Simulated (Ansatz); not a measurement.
# NbRu3C in Ansatz: the effect of target pressure

The system is NbRu3C.

```xyz
5
Lattice="4.0651 0.0000 0.0000 0.0000 4.0651 0.0000 0.0000 0.0000 4.0651" Properties=species:S:1:pos:R:3 pbc="T T T"
Ru    2.0326    2.0326    0.0000
Ru    2.0326    0.0000    2.0326
Ru    0.0000    2.0326    2.0326
Nb    0.0000    0.0000    0.0000
C     2.0326    2.0326    2.0326
```

The cell comes from a database or a generator and needn't be the stable form of this composition.

Alike in all runs:

| Item | Value |
| --- | --- |
| Program | Ansatz 0.2.0 |
| Task | relaxation of cell and atoms |
| Functional | PBEsol |
| Potentials or basis | Ansatz PAW |
| Cutoff | 420 eV (not typed: the program's choice for these potentials) |
| k mesh | 7 × 7 × 7 |
| Occupations | fermi-dirac, width 0.05 eV |
| Spin | no spin polarisation |

Each run relaxes the cell or the atoms first.

| target pressure | relaxed volume (Å³/atom) |
| --- | --- |
| 0 GPa | 12.88 |
| 2 GPa | 12.80 |
| 5 GPa | 12.68 |
| 10 GPa | 12.50 |
| 20 GPa | 12.17 |
| 30 GPa | ? |

What does the run with target pressure 30 GPa give?

Relaxed volume 11.88 Å³/atom.

Worked out: In Murnaghan's law V^(-B') rises as a straight line in P. The other rows fit best with B' = 4.4, V0 = 12.88 Å³/atom and B0 = 311 GPa, which gives 11.88 Å³/atom at 30 GPa, against the run's 11.88.

Caveats: the plane-wave basis is chosen anew once the cell has moved, so the energies of steps on either side of that aren't comparable; the PAW data sets come from PBE, with cores solved anew for the run's functional, which leaves a small shift of forces and pressure.
